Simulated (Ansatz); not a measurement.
# SiAsH2 (quartet): from Hartree-Fock to the top rungs, cc-pVDZ

Aim: climb from Hartree-Fock through coupled cluster and multireference methods for SiAsH2 (quartet) at one geometry and basis, and see what each rung misses.

Method: cc-pVDZ, core rule «outside noble gas», up to 19 orbitals frozen; program: Ansatz 0.2.0, Gaussian basis.

The runs, in order: UHF; CCSD(T) on ROHF; CCSD(T) on UHF; BCCD(T) on ROHF; CISD; CCSDT(Q) on ROHF; CCSDT(Q) on UHF; CCSDTQ on ROHF; CASSCF and MRCISD+Q, 11 electrons in 10 orbitals; CASSCF and NEVPT4(SD), 11 electrons in 10 orbitals; CASSCF and NEVPT2, 11 electrons in 10 orbitals.

5 further runs of the same task are left out: 5 set aside as unsound or not needed.

## Step 1: The system

The geometry is a PBE0/def2-TZVP stationary point (not a proven minimum) of the parent state, kept for this charge and spin. No spin-orbit coupling is included. The filled d shell of As may be among the frozen orbitals whatever the setting's name suggests; the logs give the count.

4 atoms, charge 0, spin multiplicity 4.

Atoms are counted from 1 here; the program's logs count them from 0.

Bond lengths: Si1–As2 2.163 Å, Si1–H3 1.486 Å, Si1–H4 1.486 Å. Angles: As2–Si1–H3 124.4°, As2–Si1–H4 124.4°, H3–Si1–H4 111.2°.

## Step 2: UHF

Contents of in.yaml:

```yaml
crystal:
  periodic: [false, false, false]
  atoms:
    - {symbol: Si, position_ang: [0.000000, 0.000000, 1.527212]}
    - {symbol: As, position_ang: [0.000000, 0.000000, -0.636167]}
    - {symbol: H, position_ang: [0.000000, 1.225885, 2.366293]}
    - {symbol: H, position_ang: [0.000000, -1.225885, 2.366293]}
basis:
  gaussian: {orbitals: cc-pVDZ}
magnetization: {spin_polarized: true, initial_magnetization: 3}
hamiltonian: {xc: hf}
output: {orbitals: {seedname: orbitals}}
```

The run is started by

```bash
> ansatz run in.yaml --threads 1 --pin off --events-out ev --progress --plain --max-ram 2816MiB --backend cpu
```

The runs that follow: CCSD(T) on ROHF; CCSD(T) on UHF; BCCD(T) on ROHF; CISD; CCSDT(Q) on ROHF; CCSDT(Q) on UHF; CCSDTQ on ROHF; CASSCF and MRCISD+Q, 11 electrons in 10 orbitals; CASSCF and NEVPT4(SD), 11 electrons in 10 orbitals; CASSCF and NEVPT2, 11 electrons in 10 orbitals.

Q: Predict the results of all the runs planned. Wanted: RCCSDTQ below the RHF energy; RMP2 from RCCSDTQ; UMP2 from RCCSDTQ; RCCSD from RCCSDTQ; RCCSD(T) from RCCSDTQ; UCCSD(T) from RCCSDTQ; RCCSDT(Q) from RCCSDTQ; UCCSDT(Q) from RCCSDTQ; NEVPT2 valence from RCCSDTQ.

The runs gave:

```
                         quantity                                                                                value
     RCCSDTQ below the RHF energy                                                                           -5.4747 eV
                RMP2 from RCCSDTQ                                                                          +1120.6 meV
                UMP2 from RCCSDTQ                                                                          +1154.2 meV
               RCCSD from RCCSDTQ                                                                           +171.4 meV
            RCCSD(T) from RCCSDTQ                                                                            +37.1 meV
            UCCSD(T) from RCCSDTQ                                                                            +29.3 meV
           RCCSDT(Q) from RCCSDTQ                                                                             +0.9 meV
           UCCSDT(Q) from RCCSDTQ                                                                             -7.3 meV
      NEVPT2 valence from RCCSDTQ                                                                          +1080.7 meV
  NEVPT4(SD) valence from RCCSDTQ                                                                           +133.4 meV
    MRCISD+Q valence from RCCSDTQ                                                                            +30.8 meV
levels within 1 kcal/mol (43 meV)  RCCSD(T), UCCSD(T), BCCD(T), RCCSDT, UCCSDT, RCCSDT(Q), UCCSDT(Q), MRCISD+Q valence
                    T1 diagnostic                                                                                0.019
   effectively unpaired electrons                                                                                 3.02
```

**Reading.** RCCSD(T) misses by +37.1 meV, 0.7 % of the correlation energy. One determinant dominates. Of the multireference levels listed MRCISD+Q valence comes nearest in total energy (+30.8 meV), which doesn't show that its space is the better one. These misses are within one basis, not against nature; the frozen cores of restricted and unrestricted runs differ, which can shift their rows.
